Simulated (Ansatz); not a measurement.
# C₂H₃F₂NSn: vertical ionisation energy

One table from this session's results is given with a row withheld; the runs are named, their logs left out.

Computed with Ansatz 0.2.0, Gaussian basis. Level: unrestricted cation, the program's frozen cores in correlated methods.

Plan: UKS PBE-D4/def2-TZVPP; UKS r2SCAN-D4/def2-TZVPP; UKS PBE0-D4/def2-TZVPP; UKS B3LYP-D4/def2-TZVPP; UKS wB97X-V/def2-TZVPP; UKS wB97M-V/def2-TZVPP; UKS B2PLYP/def2-TZVPP; UHF-CCSD(T)/def2-TZVPP; UHF-MP2/def2-QZVPP; extrapolation to the limit; then −ε(HOMO) from the neutral's earlier runs with LDA (SPW92), PBE-D4, revPBE-D4, BLYP-D4, r2SCAN-D4, B97M-V, PBE0-D4, B3LYP-D4, r2SCANh-D4, r2SCAN0-D4, HSE06-D4, BHLYP-D4, CAM-B3LYP-D4, LC-ωPBE, ωB97X-V, ωB97M-V.

**The geometry**

All runs share one geometry, relaxed beforehand with PBE0-D4 in a triple-zeta def2 set. Sn takes the def2 core potential; no spin-orbit term is included.

SMILES `[CH3][Sn]([F])([F])[C]#N`, 9 atoms, charge 0, spin multiplicity 1.

Atoms are counted from 1 here; the program's logs count them from 0.

Bond lengths: C1–Sn2 2.101 Å, C1–H7 1.089 Å, C1–H8 1.089 Å, C1–H9 1.089 Å, Sn2–F3 1.901 Å, Sn2–F4 1.901 Å, Sn2–C5 2.097 Å, C5–N6 1.152 Å. Angles: Sn2–C1–H7 109.0°, Sn2–C1–H8 109.0°, Sn2–C1–H9 108.2°, H7–C1–H8 110.2°, H7–C1–H9 110.2°, H8–C1–H9 110.2°, C1–Sn2–F3 111.6°, C1–Sn2–F4 111.6°, C1–Sn2–C5 118.6°, F3–Sn2–F4 104.1°, F3–Sn2–C5 104.9°, F4–Sn2–C5 104.9°, Sn2–C5–N6 175.9°.

As a file:

```xyz
9
C2H3F2NSn
C    -0.6026   -1.0619    0.8960
Sn    0.4386    0.0587   -0.5449
F     2.3128   -0.2395   -0.4421
F    -0.0180   -0.4761   -2.3106
C     0.2249    2.1446   -0.5425
N     0.0565    3.2819   -0.4765
H    -1.6702   -0.8787    0.7847
H    -0.2705   -0.7599    1.8880
H    -0.3829   -2.1155    0.7308
```

Set-up of the first run:

in.yaml

```yaml
crystal:
  periodic: [false, false, false]
  atoms:
    - {symbol: C, position_ang: [-0.602601, -1.061857, 0.895966]}
    - {symbol: Sn, position_ang: [0.438610, 0.058737, -0.544949]}
    - {symbol: F, position_ang: [2.312765, -0.239504, -0.442144]}
    - {symbol: F, position_ang: [-0.018017, -0.476055, -2.310578]}
    - {symbol: C, position_ang: [0.224906, 2.144577, -0.542460]}
    - {symbol: N, position_ang: [0.056494, 3.281912, -0.476534]}
    - {symbol: H, position_ang: [-1.670182, -0.878731, 0.784736]}
    - {symbol: H, position_ang: [-0.270450, -0.759882, 1.888006]}
    - {symbol: H, position_ang: [-0.382925, -2.115496, 0.730755]}
basis:
  gaussian: {orbitals: def2-TZVPP}
total_charge: 1
magnetization: {spin_polarized: true, initial_magnetization: 1}
hamiltonian: {xc: pbe, dispersion: d4}
```

Launch:

```console
> ansatz run in.yaml --threads 2 --pin off --events-out ev --progress --plain --max-ram 20480MiB --backend cpu
```

Among the steps run: Cation, UKS PBE-D4/def2-TZVPP; Cation, UKS r2SCAN-D4/def2-TZVPP; Cation, UKS PBE0-D4/def2-TZVPP; Cation, UKS B3LYP-D4/def2-TZVPP; Cation, UKS wB97X-V/def2-TZVPP; Cation, UKS wB97M-V/def2-TZVPP; Cation, UKS B2PLYP (frozen core)/def2-TZVPP; Cation, UHF-CCSD(T)/def2-TZVPP; Cation, UHF-MP2/def2-QZVPP.

One table of the session follows, with a row left open; its other results are not shown here.

Orbital estimates, from the neutral's runs:

| functional | −ε(HOMO) (eV) |
| --- | --- |
| LDA (SPW92) | 8.76 |
| PBE-D4 | 8.56 |
| revPBE-D4 | 8.48 |
| BLYP-D4 | 8.47 |
| r2SCAN-D4 | 8.95 |
| B97M-V | 9.02 |
| PBE0-D4 | 10.12 |
| B3LYP-D4 | 9.88 |
| r2SCANh-D4 | 9.53 |
| r2SCAN0-D4 | 10.36 |
| HSE06-D4 | ? |
| BHLYP-D4 | 11.42 |
| CAM-B3LYP-D4 | 11.53 |
| LC-ωPBE | 12.87 |
| ωB97X-V | 12.49 |
| ωB97M-V | 12.38 |

Estimate the missing values for HSE06-D4.

The run gave: −ε(HOMO) (eV): 9.72. In the column «−ε(HOMO) (eV)» it lies between r2SCANh-D4 (9.53) and B3LYP-D4 (9.88).

Caveats from the session: The cation may have settled in a state other than its lowest; no search over hole states beyond the program's own was made.
